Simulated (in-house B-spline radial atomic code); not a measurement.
# Pm⁵⁺: excited configurations in jj coupling

Aim: the energies of several excited configurations of Pm⁵⁺ above a reference configuration, each from its own self-consistent run.

Program: in-house B-spline radial atomic code version 1. Level of theory: Dirac-Hartree-Fock, average of configuration, Fermi nucleus, basis-set limit. These are calculated values, not measurements, unless marked.

## Step 1: What is computed

| Property | Result |
| --- | --- |
| element | promethium (Z = 61) |
| charge | +5 |
| electrons | 56 |
| configuration | 1s2 2s2 2p6 3s2 3p6 3d10 4s2 4p6 4d10 4f-3 5s2 5p-2 5p+3 |
| Hamiltonian | Dirac-Coulomb |
| nucleus | Fermi, rms radius 4.962 fm |

In configurations, a minus sign after the shell means j = l − 1/2 and a plus sign j = l + 1/2; the count of electrons follows.

Input settings:

```ini
Z = 61
electrons = 56.0
configuration = 1s2 2s2 2p6 3s2 3p6 3d10 4s2 4p6 4d10 4f-3 5s2 5p-2 5p+3
hamiltonian = dirac
method = hf
spin_polarised = False
nucleus = fermi
rms_radius = 4.961999461404065
mass_number = 145
atomic_mass = 144.912755748
speed_of_light = 137.035999084
```

From the earlier run of the reference: total energy -10017.027923 hartree. Levels, eight at most:

```
orbital  occupation  energy (eV)  <r> (bohr)
  4p1/2           2      -357.02      0.6056
  4p3/2           4      -328.84      0.6322
  4d3/2           4      -214.65      0.6749
  4d5/2           6      -204.89      0.6840
  5s1/2           2      -109.55       1.368
  5p1/2           2      -87.293       1.481
  5p3/2           3      -82.602       1.546
  4f5/2           3      -78.746      0.8345
```

## Step 2: 1s2 2s2 2p6 3s2 3p6 3d10 4s2 4p6 4d10 4f-3 5s2 5p-2 5p+2 6f-1

Input settings:

```ini
Z = 61
electrons = 56.0
configuration = 1s2 2s2 2p6 3s2 3p6 3d10 4s2 4p6 4d10 4f-3 5s2 5p-2 5p+2 6f-1
hamiltonian = dirac
method = hf
spin_polarised = False
nucleus = fermi
rms_radius = 4.961999461404065
mass_number = 145
atomic_mass = 144.912755748
speed_of_light = 137.035999084
```

## Step 3: 1s2 2s2 2p6 3s2 3p6 3d10 4s2 4p6 4d10 4f-1 4f+2 5s2 5p+4 9s1

Changes to the settings of step 2:

```diff
@@ -2,3 +2,3 @@
 electrons = 56.0
-configuration = 1s2 2s2 2p6 3s2 3p6 3d10 4s2 4p6 4d10 4f-3 5s2 5p-2 5p+2 6f-1
+configuration = 1s2 2s2 2p6 3s2 3p6 3d10 4s2 4p6 4d10 4f-1 4f+2 5s2 5p+4 9s1
 hamiltonian = dirac
```

## Step 4: Configuration 1s2 2s2 2p6 3s2 3p6 3d10 4s2 4p6 4d10 4f-2 4f+1 5s2 5p+4 6s1

Changes to the settings of step 3:

```diff
@@ -2,3 +2,3 @@
 electrons = 56.0
-configuration = 1s2 2s2 2p6 3s2 3p6 3d10 4s2 4p6 4d10 4f-1 4f+2 5s2 5p+4 9s1
+configuration = 1s2 2s2 2p6 3s2 3p6 3d10 4s2 4p6 4d10 4f-2 4f+1 5s2 5p+4 6s1
 hamiltonian = dirac
```

## Step 5: Run with 1s2 2s2 2p6 3s2 3p6 3d10 4s2 4p6 4d10 4f+3 5s2 5p-1 5p+4

Changes to the settings of step 4:

```diff
@@ -2,3 +2,3 @@
 electrons = 56.0
-configuration = 1s2 2s2 2p6 3s2 3p6 3d10 4s2 4p6 4d10 4f-2 4f+1 5s2 5p+4 6s1
+configuration = 1s2 2s2 2p6 3s2 3p6 3d10 4s2 4p6 4d10 4f+3 5s2 5p-1 5p+4
 hamiltonian = dirac
```

## Step 6: Run with 1s2 2s2 2p6 3s2 3p6 3d10 4s2 4p6 4d10 4f+3 5s2 5p-2 5p+3

Changes to the settings of step 5:

```diff
@@ -2,3 +2,3 @@
 electrons = 56.0
-configuration = 1s2 2s2 2p6 3s2 3p6 3d10 4s2 4p6 4d10 4f+3 5s2 5p-1 5p+4
+configuration = 1s2 2s2 2p6 3s2 3p6 3d10 4s2 4p6 4d10 4f+3 5s2 5p-2 5p+3
 hamiltonian = dirac
```

## Step 7: Configuration 1s2 2s2 2p6 3s2 3p6 3d10 4s2 4p6 4d10 4f-3 5s2 5p-1 5p+4

Changes to the settings of step 6:

```diff
@@ -2,3 +2,3 @@
 electrons = 56.0
-configuration = 1s2 2s2 2p6 3s2 3p6 3d10 4s2 4p6 4d10 4f+3 5s2 5p-2 5p+3
+configuration = 1s2 2s2 2p6 3s2 3p6 3d10 4s2 4p6 4d10 4f-3 5s2 5p-1 5p+4
 hamiltonian = dirac
```

Q: How far above the reference does each configuration lie (order and size, in eV)?

As calculated:

| net move | configuration | energy above the reference (eV) | with Breit, QED, recoil (eV) | largest <r> (bohr) |
| --- | --- | --- | --- | --- |
| 3×4f5/2 → 3×4f7/2 | 1s2 2s2 2p6 3s2 3p6 3d10 4s2 4p6 4d10 4f+3 5s2 5p-2 5p+3 | 2.242 | 2.137 | 1.54 |
| 5p1/2 → 5p3/2 | 1s2 2s2 2p6 3s2 3p6 3d10 4s2 4p6 4d10 4f-3 5s2 5p-1 5p+4 | 4.651 | 4.600 | 1.55 |
| 3×4f5/2, 5p1/2 → 3×4f7/2, 5p3/2 | 1s2 2s2 2p6 3s2 3p6 3d10 4s2 4p6 4d10 4f+3 5s2 5p-1 5p+4 | 6.048 | 5.898 | 1.54 |
| 4f5/2, 2×5p1/2 → 4f7/2, 5p3/2, 6s | 1s2 2s2 2p6 3s2 3p6 3d10 4s2 4p6 4d10 4f-2 4f+1 5s2 5p+4 6s1 | 48.417 | 48.267 | 2.80 |
| 5p3/2 → 6f5/2 | 1s2 2s2 2p6 3s2 3p6 3d10 4s2 4p6 4d10 4f-3 5s2 5p-2 5p+2 6f-1 | 62.950 | 62.904 | 5.43 |
| 2×4f5/2, 2×5p1/2 → 2×4f7/2, 5p3/2, 9s | 1s2 2s2 2p6 3s2 3p6 3d10 4s2 4p6 4d10 4f-1 4f+2 5s2 5p+4 9s1 | 81.734 | 81.520 | 10.1 |

**Reading.** At the bottom stands 3×4f5/2 → 3×4f7/2 (2.242 eV), at the top 2×4f5/2, 2×5p1/2 → 2×4f7/2, 5p3/2, 9s (81.734 eV). 1 of them lies more than 2 % above the ionisation threshold that Koopmans' theorem gives (78.746 eV), where such states can decay by emitting an electron. Two partly filled shells share a symmetry and can mix in the average, which may lower the energy, for: 5p3/2 → 6f5/2. These are averages over configurations, without correlation, not spectroscopic levels.
